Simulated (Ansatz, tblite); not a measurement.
**[9]cycloparaphenylene (C₅₄H₃₆): one state, many levels**

An exercise on one series of results from a longer session: the logs are not shown, and one member is left open.

The runs use Ansatz 0.2.0, Gaussian basis; as each input shows.

Levels to be run: GFN1-xTB, GFN2-xTB, PBE-D4/def2-SVP, r2SCAN-D4/def2-SVP, BHLYP-D4/def2-SVP, BLYP-D4/def2-SVP, r2SCAN-D4/def2-mTZVP, HF/6-31G, B3LYP-D4/6-31G, RPA/def2-SVP.

1 further run of the same task is left out (it didn't finish).

## The geometry

The singlet was relaxed beforehand with PBE-D4/def2-SVP.

SMILES `c1cc2ccc1-c1ccc(cc1)-c1ccc(cc1)-c1ccc(cc1)-c1ccc(cc1)-c1ccc(cc1)-c1ccc(cc1)-c1ccc(cc1)-c1ccc-2cc1`, 90 atoms, charge 0, spin multiplicity 1.

Bond lengths: C1–C2 1.398 Å, C1–C6 1.416 Å, C1–H55 1.101 Å, C2–C3 1.417 Å, C2–H56 1.101 Å, C3–C4 1.415 Å, C3–C52 1.483 Å, C4–C5 1.397 Å, C4–H57 1.100 Å, C5–C6 1.415 Å, C5–H58 1.100 Å, C6–C7 1.482 Å, C7–C8 1.415 Å, C7–C12 1.416 Å, C8–C9 1.395 Å, C8–H59 1.100 Å, C9–C10 1.416 Å, C9–H60 1.099 Å and more. Angles: C2–C1–C6 121.2°, C2–C1–H55 119.1°, C6–C1–H55 119.6°, C1–C2–C3 121.2°, C1–C2–H56 119.0°, C3–C2–H56 119.7°, C2–C3–C4 116.7°, C2–C3–C52 122.5°, C4–C3–C52 119.4°, C3–C4–C5 121.3°, C3–C4–H57 119.6°, C5–C4–H57 118.5°, C4–C5–C6 121.2°, C4–C5–H58 118.7°, C6–C5–H58 119.5°, C1–C6–C5 116.8°, C1–C6–C7 122.6°, C5–C6–C7 119.0° and more.

PBE0-D4/def2-SVP was run before; its log isn't repeated, and its numbers join the tables.

The first run:

Tight binding, by tblite at 300 K electronic temperature and without a spin-polarisation term:

```python
tblite.interface.Calculator('GFN1-xTB', numbers, positions, charge=0, uhf=0).singlepoint()
```

Tight binding, by tblite at 300 K electronic temperature and without a spin-polarisation term:

```python
tblite.interface.Calculator('GFN2-xTB', numbers, positions, charge=0, uhf=0).singlepoint()
```

start.molden holds the orbitals of an earlier run on this state, given as this run's starting guess.

Contents of in.yaml:

```yaml
crystal:
  periodic: [false, false, false]
  atoms:
    - {symbol: C, position_ang: [6.491084, -0.244086, 1.312047]}
    - {symbol: C, position_ang: [6.311292, -1.627311, 1.219876]}
    - {symbol: C, position_ang: [5.857178, -2.230677, 0.020994]}
    - {symbol: C, position_ang: [5.811987, -1.406022, -1.128352]}
    - {symbol: C, position_ang: [5.997460, -0.024404, -1.038511]}
    - {symbol: C, position_ang: [6.232767, 0.603609, 0.207168]}
    - {symbol: C, position_ang: [5.899504, 2.038962, 0.363218]}
    - {symbol: C, position_ang: [5.188805, 2.448844, 1.515593]}
    - {symbol: C, position_ang: [4.435970, 3.623824, 1.522567]}
    - {symbol: C, position_ang: [4.355949, 4.457741, 0.381285]}
    - {symbol: C, position_ang: [5.239875, 4.155117, -0.684797]}
    - {symbol: C, position_ang: [5.987746, 2.973398, -0.696974]}
    - {symbol: C, position_ang: [3.204722, 5.381579, 0.230844]}
    - {symbol: C, position_ang: [2.395469, 5.755958, 1.331480]}
    - {symbol: C, position_ang: [1.071112, 6.163977, 1.153453]}
    - {symbol: C, position_ang: [0.491427, 6.242914, -0.136230]}
    - {symbol: C, position_ang: [1.379100, 6.118816, -1.232853]}
    - {symbol: C, position_ang: [2.695489, 5.688611, -1.054842]}
    - {symbol: C, position_ang: [-0.977778, 6.145862, -0.308401]}
    - {symbol: C, position_ang: [-1.903410, 6.438177, 0.724092]}
    - {symbol: C, position_ang: [-3.199045, 5.910361, 0.710973]}
    - {symbol: C, position_ang: [-3.638649, 5.060403, -0.334518]}
    - {symbol: C, position_ang: [-2.782185, 4.946791, -1.455648]}
    - {symbol: C, position_ang: [-1.491647, 5.473663, -1.443116]}
    - {symbol: C, position_ang: [-4.756839, 4.098493, -0.184291]}
    - {symbol: C, position_ang: [-5.138079, 3.637855, 1.099574]}
    - {symbol: C, position_ang: [-5.791226, 2.414727, 1.267809]}
    - {symbol: C, position_ang: [-6.078193, 1.576256, 0.162727]}
    - {symbol: C, position_ang: [-5.912884, 2.149961, -1.121551]}
    - {symbol: C, position_ang: [-5.279122, 3.383239, -1.289840]}
    - {symbol: C, position_ang: [-6.232339, 0.109505, 0.314832]}
    - {symbol: C, position_ang: [-6.677318, -0.737615, -0.730683]}
    - {symbol: C, position_ang: [-6.373201, -2.103209, -0.740601]}
    - {symbol: C, position_ang: [-5.608991, -2.695866, 0.295270]}
    - {symbol: C, position_ang: [-5.352677, -1.888779, 1.429456]}
    - {symbol: C, position_ang: [-5.654716, -0.527923, 1.438828]}
    - {symbol: C, position_ang: [-4.851530, -3.959075, 0.127550]}
    - {symbol: C, position_ang: [-4.247390, -4.616250, 1.227130]}
    - {symbol: C, position_ang: [-3.143635, -5.453738, 1.053919]}
    - {symbol: C, position_ang: [-2.597268, -5.699595, -0.229669]}
    - {symbol: C, position_ang: [-3.362390, -5.249312, -1.333427]}
    - {symbol: C, position_ang: [-4.452536, -4.392778, -1.160186]}
    - {symbol: C, position_ang: [-1.181845, -6.120246, -0.375018]}
    - {symbol: C, position_ang: [-0.433145, -6.672841, 0.694339]}
    - {symbol: C, position_ang: [0.964087, -6.614588, 0.710871]}
    - {symbol: C, position_ang: [1.685334, -6.011757, -0.348059]}
    - {symbol: C, position_ang: [0.947356, -5.662953, -1.503394]}
    - {symbol: C, position_ang: [-0.447182, -5.713103, -1.514684]}
    - {symbol: C, position_ang: [3.054475, -5.467970, -0.188604]}
    - {symbol: C, position_ang: [3.432739, -4.914806, 1.057352]}
    - {symbol: C, position_ang: [4.462399, -3.975248, 1.148847]}
    - {symbol: C, position_ang: [5.169371, -3.544389, 0.000962]}
    - {symbol: C, position_ang: [4.935849, -4.263275, -1.197475]}
    - {symbol: C, position_ang: [3.901793, -5.199254, -1.291285]}
    - {symbol: H, position_ang: [6.774695, 0.196382, 2.280375]}
    - {symbol: H, position_ang: [6.461115, -2.245229, 2.118413]}
    - {symbol: H, position_ang: [5.484531, -1.829584, -2.089195]}
    - {symbol: H, position_ang: [5.810027, 0.593570, -1.929357]}
    - {symbol: H, position_ang: [5.106734, 1.763992, 2.372478]}
    - {symbol: H, position_ang: [3.789554, 3.820467, 2.389525]}
    - {symbol: H, position_ang: [5.294191, 4.823792, -1.557025]}
    - {symbol: H, position_ang: [6.605024, 2.739264, -1.578100]}
    - {symbol: H, position_ang: [2.774010, 5.633369, 2.357084]}
    - {symbol: H, position_ang: [0.442217, 6.310133, 2.044313]}
    - {symbol: H, position_ang: [1.007494, 6.269014, -2.257410]}
    - {symbol: H, position_ang: [3.302411, 5.478720, -1.947847]}
    - {symbol: H, position_ang: [-1.585091, 7.039692, 1.589219]}
    - {symbol: H, position_ang: [-3.861195, 6.111660, 1.566821]}
    - {symbol: H, position_ang: [-3.076935, 4.314551, -2.305048]}
    - {symbol: H, position_ang: [-0.824642, 5.234168, -2.283245]}
    - {symbol: H, position_ang: [-4.812772, 4.187352, 1.995482]}
    - {symbol: H, position_ang: [-5.994214, 2.061721, 2.289844]}
    - {symbol: H, position_ang: [-6.176573, 1.568165, -2.017322]}
    - {symbol: H, position_ang: [-5.101372, 3.749450, -2.311929]}
    - {symbol: H, position_ang: [-7.217325, -0.309453, -1.588876]}
    - {symbol: H, position_ang: [-6.683462, -2.708828, -1.605781]}
    - {symbol: H, position_ang: [-4.778470, -2.299222, 2.271999]}
    - {symbol: H, position_ang: [-5.305654, 0.075820, 2.288359]}
    - {symbol: H, position_ang: [-4.585578, -4.394605, 2.250297]}
    - {symbol: H, position_ang: [-2.628268, -5.831684, 1.949137]}
    - {symbol: H, position_ang: [-3.042996, -5.492536, -2.357637]}
    - {symbol: H, position_ang: [-4.927967, -3.960440, -2.053247]}
    - {symbol: H, position_ang: [-0.954661, -7.096573, 1.565725]}
    - {symbol: H, position_ang: [1.505288, -6.987441, 1.594234]}
    - {symbol: H, position_ang: [1.466310, -5.206946, -2.359402]}
    - {symbol: H, position_ang: [-0.974171, -5.295047, -2.383961]}
    - {symbol: H, position_ang: [2.815356, -5.111322, 1.946637]}
    - {symbol: H, position_ang: [4.621013, -3.463240, 2.109332]}
    - {symbol: H, position_ang: [5.531990, -4.036018, -2.094476]}
    - {symbol: H, position_ang: [3.704267, -5.684733, -2.259471]}
basis:
  gaussian: {orbitals: def2-SVP, fitting: {mean_field: def2-universal-jkfit}, initial_orbitals: start.molden}
hamiltonian: {xc: pbe, dispersion: d4}
scf: {omitted_lower_state_checks: [starts]}
output: {forces: true, orbitals: {seedname: orbitals}}
```

Command:

```
$ ansatz run in.yaml --threads 4 --pin off --events-out ev --progress --plain --max-ram 46080MiB --backend cuda --devices 0, --max-vram 37GiB
```

Among the steps run: PBE-D4/def2-SVP; r2SCAN-D4/def2-SVP; BHLYP-D4/def2-SVP; BLYP-D4/def2-SVP; r2SCAN-D4/def2-mTZVP; HF/6-31G; B3LYP-D4/6-31G; RPA/def2-SVP.

One table of the session follows, with a row left open; its other results are not shown here.

It belongs to the step «Binding energy». 

```
               level  binding an atom (eV)
            HF/6-31G                 3.786
     PBE-D4/def2-SVP                 5.723
    BLYP-D4/def2-SVP                 5.502
  r2SCAN-D4/def2-SVP                     ?
r2SCAN-D4/def2-mTZVP                 5.401
      B3LYP-D4/6-31G                 5.320
    PBE0-D4/def2-SVP                 5.603
   BHLYP-D4/def2-SVP                 5.309
```

**Question.** Estimate the row for r2SCAN-D4/def2-SVP.

The run gave: binding an atom (eV): 5.527. In the column «binding an atom (eV)» it lies between BLYP-D4/def2-SVP (5.502) and PBE0-D4/def2-SVP (5.603).

To keep in mind: Free atoms were run apart at each level; binding is atoms less cluster, divided by the number of atoms, without zero-point or spin-orbit terms.
